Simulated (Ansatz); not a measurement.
This script for Ansatz 0.2.0, Python API starts 6 runs on C2H2FNTe, SMILES FC1N=C1[TeH]. What input does the engine get in each?

`methods_c2h2fnte.py`
```python
"""One geometry of C2H2FNTe, method by method."""

from pathlib import Path
import logging
import sys

import ansatz as az
import numpy as np

logging.basicConfig(stream=sys.stdout, format="%(name)s: %(message)s")
log = logging.getLogger("run")
log.setLevel(logging.INFO)

BASIS_SET = "def2-SVP"

mol = (
    az.Crystal.molecule()
    .atom("F", (-0.5014, -2.0348, 0.6338))
    .atom("C", (0.2617, -0.8782, 0.5816))
    .atom("N", (-0.1562, 0.0682, 1.455))
    .atom("C", (-0.2754, 0.2328, 0.0898))
    .atom("Te", (-1.0972, 1.3402, -1.5526))
    .atom("H", (1.3639, -0.9323, 0.4456))
    .atom("H", (0.4657, 2.1362, -1.6989))
)

calculation = mol.calculation().basis(gaussian=BASIS_SET)

log.info("functional    E (Ha)        dipole (D)   HOMO (eV)  LUMO (eV)")
for name in ["pbe", "lc_wpbe", "hse06", "r2scan0", "blyp", "cam_b3lyp"]:
    report = calculation.functional(name).forces().orbitals().run(threads=1, runs_dir="runs").report
    lines = Path(report["orbitals_path"]).read_text().splitlines()
    field_of = lambda key: [line.split("=")[1].strip() for line in lines if line.startswith(key)]
    orbitals = [(27.211386 * float(e), s, float(n)) for e, s, n in zip(field_of("Ene="), field_of("Spin="), field_of("Occup="))]
    homo = max(e for e, _, n in orbitals if n > 0.5)
    lumo = min(e for e, _, n in orbitals if n < 0.5)
    dipole = 4.803205 * np.linalg.norm(report["charge_distribution"]["dipole_moment_e_ang"])
    log.info(f"{name:10s} {report['free_energy_ev'] / 27.211386246:14.6f} {dipole:9.3f} {homo:11.3f} {lumo:10.3f}")
```

Run 1:
```yaml
crystal:
  periodic: [false, false, false]
  atoms:
    - { symbol: F, position_ang: [-0.5014, -2.0348, 0.6338] }
    - { symbol: C, position_ang: [0.2617, -0.8782, 0.5816] }
    - { symbol: "N", position_ang: [-0.1562, 0.0682, 1.455] }
    - { symbol: C, position_ang: [-0.2754, 0.2328, 0.0898] }
    - { symbol: Te, position_ang: [-1.0972, 1.3402, -1.5526] }
    - { symbol: H, position_ang: [1.3639, -0.9323, 0.4456] }
    - { symbol: H, position_ang: [0.4657, 2.1362, -1.6989] }
basis:
  gaussian:
    orbitals: def2-SVP
hamiltonian:
  xc: pbe
output:
  orbitals: {}
  forces: true
```

Run 2, against run 1:
```diff
-  xc: pbe
+  xc: lc_wpbe
```

Run 3, against run 1:
```diff
-  xc: pbe
+  xc: hse06
```

Run 4, against run 1:
```diff
-  xc: pbe
+  xc: r2scan0
```

Run 5, against run 1:
```diff
-  xc: pbe
+  xc: blyp
```

Run 6, against run 1:
```diff
-  xc: pbe
+  xc: cam_b3lyp
```

Running `python methods_c2h2fnte.py` prints:
```text
run: functional    E (Ha)        dipole (D)   HOMO (eV)  LUMO (eV)
run: pbe           -499.458466     3.201      -5.738     -3.345
run: lc_wpbe       -499.594159     3.657      -9.529     -0.122
run: hse06         -499.459505     3.526      -6.543     -2.824
run: r2scan0       -499.628171     3.644      -7.134     -2.429
run: blyp          -499.608155     3.185      -5.552     -3.146
run: cam_b3lyp     -499.608158     3.614      -8.174     -1.227
```

Total energies depend on the basis set; only differences at equal settings carry meaning. The geometry is a force-field or estimated start, not a minimum of this method, and the basis set is short of its limit. A lower total doesn't mark the better method: functionals have no common bound, and MP2 and coupled cluster aren't variational. def2 sets replace the cores of elements past krypton by effective core potentials. Levels such as HOMO and LUMO are orbital energies: with these approximate functionals they aren't the ionisation energy and electron affinity, and their gap isn't the fundamental gap. hse06 follows the composition of plane-wave codes, whose totals differ by tens of mHa, up to about 0.1 Ha, from the form usual in Gaussian-basis programs (wpbeh). Wall time of the script: 44 s on 1 thread of Intel(R) Xeon(R) Platinum 8259CL CPU @ 2.50GHz (Skylake/Cascade Lake) (shared host), peak memory 0.3 GiB.

(Lines on the test bed's own set-up are left out of the output.)
